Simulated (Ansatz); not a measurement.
# H₇NSeSi₂, SMILES N[SiH2][Se][SiH3]: an atomisation energy

Computed with the Ansatz DFT code, driven from Python.

The script reads `h7nsesi2.xyz`:
```text
11

N    -0.13770    2.39660   -0.96370
Si   -0.37870    0.73920   -0.45170
Se    1.58480   -0.03130    0.32910
Si    0.75460   -2.05340    0.78350
H     0.06220    2.98620   -0.14140
H    -1.12960    2.78320   -1.28440
H    -1.36280    0.66880    0.61500
H    -0.76190   -0.06160   -1.60110
H     1.70170   -2.93990    1.40390
H     0.16530   -2.64800   -0.43540
H    -0.43230   -1.89690    1.76670
```

Script `run_tae.py`:
```python
"""Atomisation energy of H7NSeSi2 at the given geometry."""

from collections import Counter

import ansatz

SETTINGS = {
    "basis_set": "def2-TZVP",
    "xc": "pbe",
}


def single_point(molecule, charge=0, unpaired=0):
    calc = molecule.calculation().basis(gaussian=SETTINGS["basis_set"]).functional(SETTINGS["xc"])
    if charge:
        calc = calc.charge(charge)
    if unpaired:
        calc = calc.spin("collinear", total=unpaired)
    report = calc.run().report
    if report["published_state_doubts"]:
        print("  doubts:", report["published_state_doubts"])
    return report["free_energy_ev"]


def main() -> None:
    geometry = ansatz.Crystal.molecule_from_extxyz("h7nsesi2.xyz")

    # unpaired electrons of the ground-state atoms
    unpaired = {"N": 3, "Si": 2, "Se": 2, "H": 1}
    counts = Counter(site.symbol for site in geometry.cartesian_sites)
    atom_energy = {s: single_point(ansatz.Crystal.molecule().atom(s, (0, 0, 0)), 0, unpaired[s]) for s in counts}
    whole = single_point(geometry, 0, 0)
    for s, e in atom_energy.items():
        print(f"{s:2s} x{counts[s]}  {e:14.5f} eV")
    print(f"H7NSeSi2: {whole:.5f} eV")
    split = sum(counts[s] * e for s, e in atom_energy.items()) - whole
    print(f"atomisation energy (no zero-point term): {96.485332 * split:.1f} kJ/mol, {split / sum(counts.values()):.3f} eV an atom")


if __name__ == "__main__":
    main()
```

`python run_tae.py` gives:
```text
N  x1     -1483.89518 eV
Si x2     -7870.15470 eV
Se x1    -65337.93669 eV
H  x7       -13.59523 eV
H7NSeSi2: -82691.58141 eV
atomisation energy (no zero-point term): 3306.9 kJ/mol, 3.116 eV an atom
```

3306.9 kJ/mol from the electronic energies, without the zero-point term.

What to keep in mind:
- Total energies depend on the basis set; only differences at equal settings carry meaning.
- The geometry is a force-field or estimated start, not a minimum of this method, and the basis set is short of its limit. All parts are taken at fixed geometry, without zero-point energy.
- This functional overbinds, so such energies come out a few per cent too high (LDA far more).
- The spin-orbit lowering of heavy atoms is left out.
- Hardware and time: 7.5 s on 1 thread of Arm Neoverse V2, on a shared host, peak memory 0.31 GiB.
